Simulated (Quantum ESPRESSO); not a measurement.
# Pt (Fm-3m) in Quantum ESPRESSO: notebook

The runs below take Pt through single point, equation of state, with PBEsol.

All numbers are computed with Quantum ESPRESSO 7.5; they aren't measurements. Logs are shortened: lines on timing, memory, paths and dates and some standing lists are left out, and cuts for length are marked.

## Step 1: The crystal as given

Symmetry: Fm-3m, No. 225, cubic system. The conventional cell has a = 3.940 Å, b = 3.940 Å, c = 3.940 Å, α = 90.00°, β = 90.00°, γ = 90.00°. Pt (site symmetry m-3m) is surrounded by 12 Pt at 2.79 Å.

The cell was built by a generator and needn't be a form met in nature.

## Step 2: Single point, PBEsol, 14.37 Å³/atom

pw.in

```
&CONTROL
  calculation = 'scf'
  prefix = 'pwscf'
  outdir = './tmp'
  pseudo_dir = './pseudo'
  tprnfor = .true.
  tstress = .true.
  disk_io = 'nowf'
/
&SYSTEM
  ibrav = 0
  nat = 1
  ntyp = 1
  ecutwfc = 45
  ecutrho = 360
  nbnd = 14
  occupations = 'smearing'
  smearing = 'mp'
  degauss = 0.01469973
/
&ELECTRONS
  conv_thr = 2d-10
  electron_maxstep = 120
  mixing_beta = 0.5
/
ATOMIC_SPECIES
Pt   195.0840 pt_pbesol_v1.4.uspp.F.UPF
CELL_PARAMETERS angstrom
   0.0000000000    1.9297846342    1.9297846342
   1.9297846342    0.0000000000    1.9297846342
   1.9297846342    1.9297846342    0.0000000000
ATOMIC_POSITIONS crystal
Pt     0.0000000000    0.0000000000    0.0000000000
K_POINTS automatic
20 20 20 0 0 0
```

Potentials or basis: GBRV 1.5 PBEsol.

Command:

```sh
$ OMP_NUM_THREADS=1 pw.x -in pw.in > pw.out
```

pw.out:

```text
This program is part of the open-source Quantum ESPRESSO suite
     for quantum simulation of materials; please cite
[... 9 lines left out ...]
     --------------------
     sticks:   dense  smooth     PW     G-vecs:    dense   smooth      PW
     Sum         661     313    121                11191     3839     821

     Using Slab Decomposition

     bravais-lattice index     =            0
     lattice parameter (alat)  =       5.1573  a.u.
     unit-cell volume          =      96.9958 (a.u.)^3
     number of atoms/cell      =            1
     number of atomic types    =            1
     number of electrons       =        16.00
     number of Kohn-Sham states=           14
     kinetic-energy cutoff     =      45.0000  Ry
     charge density cutoff     =     360.0000  Ry
     scf convergence threshold =      2.0E-10
     mixing beta               =       0.5000
     number of iterations used =            8  plain     mixing
     Exchange-correlation= SLA  PW   PSX  PSC
                           (   1   4  10   8   0   0   0)

     celldm(1)=   5.157304  celldm(2)=   0.000000  celldm(3)=   0.000000
     celldm(4)=   0.000000  celldm(5)=   0.000000  celldm(6)=   0.000000

     crystal axes: (cart. coord. in units of alat)
               a(1) = (   0.000000   0.707107   0.707107 )
               a(2) = (   0.707107   0.000000   0.707107 )
               a(3) = (   0.707107   0.707107   0.000000 )

     reciprocal axes: (cart. coord. in units 2 pi/alat)
               b(1) = ( -0.707107  0.707107  0.707107 )
               b(2) = (  0.707107 -0.707107  0.707107 )
               b(3) = (  0.707107  0.707107 -0.707107 )

     PseudoPot. # 1 for Pt read from file:
     pt_pbesol_v1.4.uspp.F.UPF
     Pseudo is Ultrasoft + core correction, Zval = 16.0
     Generated by new atomic code, or converted to UPF format
     Using radial grid of  985 points,  6 beta functions with:
                l(1) =   0
                l(2) =   0
                l(3) =   1
                l(4) =   1
                l(5) =   2
                l(6) =   2
     Q(r) pseudized with  8 coefficients,  rinner =    1.300   1.300   1.300
                                                       1.300   1.300

     atomic species   valence    mass     pseudopotential
     Pt               16.00   195.08400     Pt( 1.00)

     48 Sym. Ops., with inversion, found

   Cartesian axes

     site n.     atom                  positions (alat units)
         1        Pt     tau(   1) = (   0.0000000   0.0000000   0.0000000  )

     number of k points=   256  Methfessel-Paxton smearing, width (Ry)=  0.0147

     Number of k-points >= 100: set verbosity='high' to print them.

     Dense  grid:    11191 G-vectors     FFT dimensions: (  32,  32,  32)

     Smooth grid:     3839 G-vectors     FFT dimensions: (  24,  24,  24)

     Initial potential from superposition of free atoms

     starting charge      15.5000, renormalised to      16.0000

     negative rho (up, down):  1.843E-01 0.000E+00
     Starting wfcs are   12 randomized atomic wfcs +    2 random wfcs

     Self-consistent Calculation

     iteration #  1     ecut=    45.00 Ry     beta= 0.50
     Davidson diagonalization with overlap
     ethr =  1.00E-02,  avg # of iterations =  4.2

     negative rho (up, down):  1.725E-01 0.000E+00

     total energy              =    -210.39930718 Ry
     estimated scf accuracy    <       0.71650050 Ry

     iteration #  2     ecut=    45.00 Ry     beta= 0.50
     Davidson diagonalization with overlap
     ethr =  4.48E-03,  avg # of iterations =  2.0

     negative rho (up, down):  1.729E-01 0.000E+00

     total energy              =    -210.55111561 Ry
     estimated scf accuracy    <       0.00499472 Ry

     iteration #  3     ecut=    45.00 Ry     beta= 0.50
     Davidson diagonalization with overlap
     ethr =  3.12E-05,  avg # of iterations =  3.8

     negative rho (up, down):  1.722E-01 0.000E+00

     total energy              =    -210.55176561 Ry
     estimated scf accuracy    <       0.00072725 Ry

     iteration #  4     ecut=    45.00 Ry     beta= 0.50
     Davidson diagonalization with overlap
     ethr =  4.55E-06,  avg # of iterations =  3.2

     negative rho (up, down):  1.722E-01 0.000E+00

     total energy              =    -210.55180389 Ry
     estimated scf accuracy    <       0.00000925 Ry

     iteration #  5     ecut=    45.00 Ry     beta= 0.50
     Davidson diagonalization with overlap
     ethr =  5.78E-08,  avg # of iterations =  2.7

     negative rho (up, down):  1.722E-01 0.000E+00

     total energy              =    -210.55180740 Ry
     estimated scf accuracy    <       0.00000079 Ry

     iteration #  6     ecut=    45.00 Ry     beta= 0.50
     Davidson diagonalization with overlap
     ethr =  4.96E-09,  avg # of iterations =  2.0

     negative rho (up, down):  1.722E-01 0.000E+00

     total energy              =    -210.55180759 Ry
     estimated scf accuracy    <          2.9E-09 Ry

     iteration #  7     ecut=    45.00 Ry     beta= 0.50
     Davidson diagonalization with overlap
     ethr =  1.82E-11,  avg # of iterations =  3.8

     negative rho (up, down):  1.722E-01 0.000E+00

     total energy              =    -210.55180760 Ry
     estimated scf accuracy    <          2.6E-10 Ry

     iteration #  8     ecut=    45.00 Ry     beta= 0.50
     Davidson diagonalization with overlap
     ethr =  1.63E-12,  avg # of iterations =  1.3

     negative rho (up, down):  1.722E-01 0.000E+00

     End of self-consistent calculation

     Number of k-points >= 100: set verbosity='high' to print the bands.

     the Fermi energy is    23.9000 ev

!    total energy              =    -210.55180760 Ry
     estimated scf accuracy    <          8.7E-12 Ry
     smearing contrib. (-TS)   =      -0.00005105 Ry
     internal energy E=F+TS    =    -210.55175656 Ry

     The total energy is F=E-TS. E is the sum of the following terms:
     one-electron contribution =     -16.28200952 Ry
     hartree contribution      =      23.39470386 Ry
     xc contribution           =     -56.73759218 Ry
     ewald contribution        =    -160.92685871 Ry

     convergence has been achieved in   8 iterations

     negative rho (up, down):  1.722E-01 0.000E+00

     Forces acting on atoms (cartesian axes, Ry/au):

     atom    1 type  1   force =     0.00000000    0.00000000    0.00000000

     Total force =     0.000000     Total SCF correction =     0.000000

     Computing stress (Cartesian axis) and pressure

     negative rho (up, down):  1.722E-01 0.000E+00
          total   stress  (Ry/bohr**3)                   (kbar)     P=      132.91
   0.00090350  -0.00000000   0.00000000          132.91       -0.00        0.00
  -0.00000000   0.00090350   0.00000000           -0.00      132.91        0.00
   0.00000000   0.00000000   0.00090350            0.00        0.00      132.91

=------------------------------------------------------------------------------=
   JOB DONE.
=------------------------------------------------------------------------------=
```

It took 16 s on 1 thread of Intel Xeon 6975P-C (Granite Rapids), shared host; peak memory 0.09 GiB.

What came out:

* Free energy: -2864.7033 eV
* Pressure: 13.3 GPa
* Band gap on the k mesh: none (metal or under the smearing width)

## Step 3: Single point, PBEsol, 14.68 Å³/atom

Edit pw.in of step 2 so:

```diff
@@ -28,5 +28,5 @@
 CELL_PARAMETERS angstrom
-   0.0000000000    1.9297846342    1.9297846342
-   1.9297846342    0.0000000000    1.9297846342
-   1.9297846342    1.9297846342    0.0000000000
+   0.0000000000    1.9433751146    1.9433751146
+   1.9433751146    0.0000000000    1.9433751146
+   1.9433751146    1.9433751146    0.0000000000
 ATOMIC_POSITIONS crystal
```

Potentials or basis: GBRV 1.5 PBEsol.

Command:

```sh
$ OMP_NUM_THREADS=1 pw.x -in pw.in > pw.out
```

Run time: 15 s. Hardware: 1 thread of Intel Xeon 6975P-C (Granite Rapids), shared host; peak memory 0.09 GiB.

Results (log left out):

- Free energy: -2864.7228 eV
- Pressure: 6.1 GPa
- Band gap on the k mesh: none (metal or under the smearing width)

## Step 4: Single point, PBEsol, 14.98 Å³/atom

Edit pw.in of step 3 so:

```diff
@@ -28,5 +28,5 @@
 CELL_PARAMETERS angstrom
-   0.0000000000    1.9433751146    1.9433751146
-   1.9433751146    0.0000000000    1.9433751146
-   1.9433751146    1.9433751146    0.0000000000
+   0.0000000000    1.9567781251    1.9567781251
+   1.9567781251    0.0000000000    1.9567781251
+   1.9567781251    1.9567781251    0.0000000000
 ATOMIC_POSITIONS crystal
```

Command:

```sh
$ OMP_NUM_THREADS=1 pw.x -in pw.in > pw.out
```

It took 15 s on 1 thread of Intel Xeon 6975P-C (Granite Rapids), shared host; peak memory 0.09 GiB.

Results (log left out):

| Quantity | Value |
| --- | --- |
| Free energy | -2864.7293 eV |
| Pressure | -0.3 GPa |
| Band gap on the k mesh | none (metal or under the smearing width) |

## Step 5: Single point, PBEsol, 15.29 Å³/atom

Edit pw.in of step 4 so:

```diff
@@ -28,5 +28,5 @@
 CELL_PARAMETERS angstrom
-   0.0000000000    1.9567781251    1.9567781251
-   1.9567781251    0.0000000000    1.9567781251
-   1.9567781251    1.9567781251    0.0000000000
+   0.0000000000    1.9700000000    1.9700000000
+   1.9700000000    0.0000000000    1.9700000000
+   1.9700000000    1.9700000000    0.0000000000
 ATOMIC_POSITIONS crystal
```

Command:

```sh
$ OMP_NUM_THREADS=1 pw.x -in pw.in > pw.out
```

Run time: 17 s. Hardware: 1 thread of Intel Xeon 6975P-C (Granite Rapids), shared host; peak memory 0.1 GiB.

Results (log left out):

* Free energy: -2864.7245 eV
* Pressure: -5.8 GPa
* Band gap on the k mesh: none (metal or under the smearing width)

## Step 6: Single point, PBEsol, 15.60 Å³/atom

Edit pw.in of step 5 so:

```diff
@@ -28,5 +28,5 @@
 CELL_PARAMETERS angstrom
-   0.0000000000    1.9700000000    1.9700000000
-   1.9700000000    0.0000000000    1.9700000000
-   1.9700000000    1.9700000000    0.0000000000
+   0.0000000000    1.9830467378    1.9830467378
+   1.9830467378    0.0000000000    1.9830467378
+   1.9830467378    1.9830467378    0.0000000000
 ATOMIC_POSITIONS crystal
```

Potentials or basis: GBRV 1.5 PBEsol.

Command:

```sh
$ OMP_NUM_THREADS=1 pw.x -in pw.in > pw.out
```

Wall time 15 s (1 thread of Intel Xeon 6975P-C (Granite Rapids), shared host); peak memory 0.1 GiB.

Results (log left out):

- Free energy: -2864.7097 eV
- Pressure: -10.7 GPa
- Band gap on the k mesh: none (metal or under the smearing width)

## Step 7: Single point, PBEsol, 15.90 Å³/atom

Edit pw.in of step 6 so:

```diff
@@ -28,5 +28,5 @@
 CELL_PARAMETERS angstrom
-   0.0000000000    1.9830467378    1.9830467378
-   1.9830467378    0.0000000000    1.9830467378
-   1.9830467378    1.9830467378    0.0000000000
+   0.0000000000    1.9959240255    1.9959240255
+   1.9959240255    0.0000000000    1.9959240255
+   1.9959240255    1.9959240255    0.0000000000
 ATOMIC_POSITIONS crystal
```

Command:

```sh
$ OMP_NUM_THREADS=1 pw.x -in pw.in > pw.out
```

Wall time 18 s (1 thread of Intel Xeon 6975P-C (Granite Rapids), shared host); peak memory 0.11 GiB.

The run converged. Its results:

```yaml
Free_energy: -2864.6862 eV
Pressure: -15.0 GPa
Band_gap_on_the_k_mesh: none (metal or under the smearing width)
```

## Step 8: Single point, PBEsol, 16.21 Å³/atom

Edit pw.in of step 7 so:

```diff
@@ -28,5 +28,5 @@
 CELL_PARAMETERS angstrom
-   0.0000000000    1.9959240255    1.9959240255
-   1.9959240255    0.0000000000    1.9959240255
-   1.9959240255    1.9959240255    0.0000000000
+   0.0000000000    2.0086372602    2.0086372602
+   2.0086372602    0.0000000000    2.0086372602
+   2.0086372602    2.0086372602    0.0000000000
 ATOMIC_POSITIONS crystal
```

Command:

```sh
$ OMP_NUM_THREADS=1 pw.x -in pw.in > pw.out
```

Run time: 15 s. Hardware: 1 thread of Intel Xeon 6975P-C (Granite Rapids), shared host; peak memory 0.1 GiB.

It converged, with:

```yaml
Free_energy: -2864.6550 eV
Pressure: -18.7 GPa
Band_gap_on_the_k_mesh: none (metal or under the smearing width)
```

## Step 9: Equation of state, PBEsol

Potentials or basis: GBRV 1.5 PBEsol.

This step only gathers the single runs of the series.

Results:

```
Equilibrium volume                      : 15.00 Å³/atom
Bulk modulus                            : 290 GPa
Pressure derivative of the bulk modulus : 5.4
```

Energy against volume, from the lowest point:
```tsv
volume (Å³/atom)	energy (meV/atom)
14.373	26.05
14.679	6.56
14.985	0.00
15.291	4.79
15.597	19.60
15.902	43.14
16.208	74.33
```

Spin-orbit coupling is left out, which matters for the levels of Pt.
